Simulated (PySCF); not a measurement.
# ErSF: other functionals and bases at one geometry

The task here is to estimate one member of a computed series from the others.

Program: PySCF 2.14.0. Level of theory: several levels, as the steps say, no spin–orbit coupling. These are calculated values, not measurements.

1 further run of the same task is left out (for a known fault of the program).

### The system as given

3 atoms, charge 0, spin multiplicity 1.

Bond lengths: Er1–S2 2.311 Å, Er1–F3 1.976 Å. Angles: S2–Er1–F3 114.6°.

Coordinates:

```mol
ErFS
  3D, bonds by distance, orders not assigned

  3  2  0  0  0  0  0  0  0  0999 V2000
   -0.1771    0.0000   -0.3841 Er  0  0
    1.7954    0.0000    0.8202 S   0  0
   -1.8159    0.0000    0.7200 F   0  0
  1  2  8  0
  1  3  8  0
M  END
```

Formal oxidation states: Er +3. Each metal's 11 4f electrons lie in its core potential, so multiplicities, spins and levels count the valence alone. An earlier session relaxed this geometry at PBE0, Er lcecp-1-SVP with ECP57, S def2-SVP, F def2-SVP (singlet, point group Cs).

At PBE0 on the finer grid: E = -535.938908 Eh, HOMO -5.97 eV, LUMO -2.87 eV, Mulliken charge on Er1 +0.79 e, largest force component 0.008 eV/Å. 

Levels to run: revPBE; B3LYP; PBE0, TZVP. Hardware: 2 threads of Arm Neoverse V1, shared host.

Set-up of the first run:

The input, run.py (the lines that set the calculation):

```python
mol = gto.M(atom='''
Er    -0.17711     0.00000    -0.38414
S      1.79537     0.00000     0.82019
F     -1.81589     0.00000     0.71998''',
    basis={'Er': 'lcecp-1-SVP', 'S': 'def2-SVP', 'F': 'def2-SVP'},
    ecp={'Er': 'lcecp-1-SVP'},
    charge=0, spin=0)
mf = dft.RKS(mol, xc='PBE_R,PBE')
mf.grids.atom_grid = (75, 302)  # f atoms: unpruned, at least (60, 302)
mf = mf.density_fit()  # fitting sets: Er AutoAux, S def2-universal-JKFIT, F def2-universal-JKFIT
mf.conv_tol = 1e-08; mf.max_cycle = 55
mf.kernel(dm0)  # dm0: the density of the relaxed state
```

Command:

```console
> OMP_NUM_THREADS=2 python run.py
```

Steps of the session up to this table: revPBE; B3LYP; PBE0, TZVP.

One of the session's tables, all rows but one given; the rest of the session is left out.

```
              level  HOMO (eV)  gap (eV)  charge on Er1 (e)  dipole (D)  largest force component (eV/Å)
PBE0 (relaxed here)      -5.97      3.10               0.79        8.00                            0.01
             revPBE      -4.89      1.53               0.67        7.27                            0.58
              B3LYP      -5.75      2.57               0.73        7.61                            0.37
         PBE0, TZVP          ?         ?                  ?           ?                               ?
```

Estimate the missing values for PBE0, TZVP.

As computed: HOMO (eV): -6.01; gap (eV): 3.12; charge on Er1 (e): 1.18; dipole (D): 8.25; largest force component (eV/Å): 0.04. In the column «HOMO (eV)» it is the lowest.

In one basis the HOMO–LUMO gap runs from 1.53 eV (revPBE) to 3.10 eV (PBE0). The largest leftover force, 0.58 eV/Å with revPBE, stands at a geometry relaxed at another level. With 4f in the core, its levels are missing from HOMO and gap, and its count is fixed, so no charge can pass from the ligands into it. Total energies of different levels can't be compared.
